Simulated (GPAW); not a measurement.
Runs of GPAW 26.7.0 on PtSe. It takes space group P-6m2 (No. 187, hexagonal). Conventional cell: a = 3.702 Å, b = 3.702 Å, c = 3.613 Å, α = 90.00°, β = 90.00°, γ = 120.00°. Pt (site symmetry -6m2) is surrounded by 6 Se at 2.80 Å. Se (site symmetry -6m2) is surrounded by 6 Pt at 2.80 Å. The cell comes from a database or a generator and needn't be the stable form of this composition.

```csv
level,potentials or basis,U,gap on the mesh (eV),pressure (GPa),moment (μB)
PBEsol+U,"PAW data sets generated in the run's folder for this functional, pw",Pt d U = 2 eV,none,-16.5,0.00
PBEsol+U,"PAW data sets generated in the run's folder for this functional, pw",Pt d U = 6 eV,none,(a),0.00
LDA+U,"the program's PAW data sets (release 1.2.1) made for this functional, pw",Pt d U = 2 eV,none,-18.8,0.00
LDA+U,"the program's PAW data sets (release 1.2.1) made for this functional, pw",Pt d U = 6 eV,none,-19.2,0.00
```

Alike in all rows: task single point; spin collinear, ferromagnetic start; cell as given; k mesh 6 × 6 × 5; cutoff (eV) 600; smearing gaussian 0.05 eV.

Task: Estimate the missing entries.

Result: (a) -16.7.

A k mesh can miss the band edges, and the runs leave out spin-orbit coupling on Pt, Se.

A gap of «none» marks a metal or a gap under the smearing width.
